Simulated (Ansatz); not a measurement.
# C₃H₉F₂NSeZr: taking an electron away

An exercise on one series of results from a longer session: the logs are not shown, and one member is left open.

Method: unrestricted cation, the program's frozen cores in correlated methods; program: Ansatz 0.2.0, Gaussian basis.

Levels to be run: UKS PBE-D4/def2-TZVPP; UKS r2SCAN-D4/def2-TZVPP; UKS PBE0-D4/def2-TZVPP; UKS B3LYP-D4/def2-TZVPP; UKS wB97X-V/def2-TZVPP; UKS wB97M-V/def2-TZVPP; UKS B2PLYP/def2-TZVPP; UHF-CCSD(T)/def2-TZVPP; UHF-MP2/def2-QZVPP; extrapolation to the limit; then −ε(HOMO) from the neutral's earlier runs with LDA (SPW92), PBE-D4, revPBE-D4, BLYP-D4, r2SCAN-D4, B97M-V, PBE0-D4, B3LYP-D4, r2SCANh-D4, r2SCAN0-D4, HSE06-D4, BHLYP-D4, CAM-B3LYP-D4, LC-ωPBE, ωB97X-V, ωB97M-V.

### Structure used throughout

An earlier PBE0-D4 in a triple-zeta def2 set relaxation fixed the geometry. Zr takes the def2 core potential; no spin-orbit term is included.

SMILES `C[Se][Zr]([F])([F])[N](C)C`, 17 atoms, charge 0, spin multiplicity 1.

Atoms are counted from 1 here; the program's logs count them from 0.

Bond lengths: C1–Se2 1.966 Å, C1–H9 1.089 Å, C1–H10 1.087 Å, C1–H11 1.088 Å, Se2–Zr3 2.591 Å, Zr3–F4 1.910 Å, Zr3–F5 1.912 Å, Zr3–N6 1.998 Å, N6–C7 1.444 Å, N6–C8 1.446 Å, C7–H12 1.098 Å, C7–H13 1.093 Å, C7–H14 1.098 Å, C8–H15 1.094 Å, C8–H16 1.098 Å, C8–H17 1.098 Å. Angles: Se2–C1–H9 106.7°, Se2–C1–H10 110.1°, Se2–C1–H11 110.4°, H9–C1–H10 109.8°, H9–C1–H11 109.3°, H10–C1–H11 110.5°, C1–Se2–Zr3 101.4°, Se2–Zr3–F4 108.2°, Se2–Zr3–F5 110.5°, Se2–Zr3–N6 103.6°, F4–Zr3–F5 115.5°, F4–Zr3–N6 110.9°, F5–Zr3–N6 107.4°, Zr3–N6–C7 124.5°, Zr3–N6–C8 121.9°, C7–N6–C8 113.6°, N6–C7–H12 111.3°, N6–C7–H13 110.9° and more.

As a file:

```mol
C3H9F2NSeZr
  3D, bonds by distance, orders not assigned

 17 16  0  0  0  0  0  0  0  0999 V2000
    0.3563    2.1456   -1.4304 C   0  0
   -0.6697    2.7561    0.1310 Se  0  0
   -0.4755    0.7055    1.7027 Zr  0  0
   -2.1525    0.4688    2.5866 F   0  0
    1.0422    0.8849    2.8516 F   0  0
   -0.1054   -0.8110    0.4553 N   0  0
    1.2157   -1.2685    0.0923 C   0  0
   -1.1701   -1.5608   -0.1724 C   0  0
    0.3035    2.9417   -2.1710 H   0  0
   -0.0841    1.2373   -1.8340 H   0  0
    1.3960    1.9759   -1.1586 H   0  0
    1.3612   -2.3222    0.3636 H   0  0
    1.9848   -0.6847    0.6055 H   0  0
    1.3857   -1.1742   -0.9882 H   0  0
   -2.1497   -1.1840    0.1370 H   0  0
   -1.1224   -2.6243    0.0952 H   0  0
   -1.1162   -1.4859   -1.2663 H   0  0
  1  2  8  0
  2  3  8  0
  3  4  8  0
  3  5  8  0
  3  6  8  0
  6  7  8  0
  6  8  8  0
  1  9  8  0
  1 10  8  0
  1 11  8  0
  7 12  8  0
  7 13  8  0
  7 14  8  0
  8 15  8  0
  8 16  8  0
  8 17  8  0
M  END
```

The first run:

The input, in.yaml:

```yaml
crystal:
  periodic: [false, false, false]
  atoms:
    - {symbol: C, position_ang: [0.356326, 2.145634, -1.430360]}
    - {symbol: Se, position_ang: [-0.669725, 2.756096, 0.130993]}
    - {symbol: Zr, position_ang: [-0.475524, 0.705455, 1.702658]}
    - {symbol: F, position_ang: [-2.152452, 0.468793, 2.586587]}
    - {symbol: F, position_ang: [1.042189, 0.884872, 2.851636]}
    - {symbol: N, position_ang: [-0.105384, -0.811006, 0.455345]}
    - {symbol: C, position_ang: [1.215716, -1.268499, 0.092344]}
    - {symbol: C, position_ang: [-1.170092, -1.560770, -0.172366]}
    - {symbol: H, position_ang: [0.303530, 2.941673, -2.170983]}
    - {symbol: H, position_ang: [-0.084051, 1.237293, -1.833957]}
    - {symbol: H, position_ang: [1.395953, 1.975855, -1.158630]}
    - {symbol: H, position_ang: [1.361216, -2.322243, 0.363604]}
    - {symbol: H, position_ang: [1.984836, -0.684706, 0.605501]}
    - {symbol: H, position_ang: [1.385735, -1.174249, -0.988235]}
    - {symbol: H, position_ang: [-2.149700, -1.184046, 0.137013]}
    - {symbol: H, position_ang: [-1.122409, -2.624271, 0.095202]}
    - {symbol: H, position_ang: [-1.116154, -1.485878, -1.266343]}
basis:
  gaussian: {orbitals: def2-TZVPP}
total_charge: 1
magnetization: {spin_polarized: true, initial_magnetization: 1}
hamiltonian: {xc: pbe, dispersion: d4}
```

Started as:

```console
ansatz run in.yaml --threads 4 --pin off --events-out ev --progress --plain --max-ram 46080MiB --backend cuda --devices 0, --max-vram 37GiB
```

Steps of the session up to this table: Cation, UKS PBE-D4/def2-TZVPP; Cation, UKS r2SCAN-D4/def2-TZVPP; Cation, UKS PBE0-D4/def2-TZVPP; Cation, UKS B3LYP-D4/def2-TZVPP; Cation, UKS wB97X-V/def2-TZVPP; Cation, UKS wB97M-V/def2-TZVPP; Cation, UKS B2PLYP (frozen core)/def2-TZVPP; Cation, UHF-CCSD(T)/def2-TZVPP; Cation, UHF-MP2/def2-QZVPP.

One of the session's tables, all rows but one given; the rest of the session is left out.

Orbital estimates, from the neutral's runs:

```
  functional  −ε(HOMO) (eV)
 LDA (SPW92)           5.56
      PBE-D4           5.40
   revPBE-D4           5.34
     BLYP-D4           5.25
   r2SCAN-D4           5.65
      B97M-V           5.73
     PBE0-D4           6.52
    B3LYP-D4           6.30
  r2SCANh-D4           6.07
  r2SCAN0-D4           6.69
    HSE06-D4           6.12
    BHLYP-D4           7.49
CAM-B3LYP-D4           7.76
     LC-ωPBE           9.05
     ωB97X-V              ?
     ωB97M-V           8.62
```

Q: Estimate the row for ωB97X-V from the others.

As computed: −ε(HOMO) (eV): 8.74. In the column «−ε(HOMO) (eV)» it lies between ωB97M-V (8.62) and LC-ωPBE (9.05).
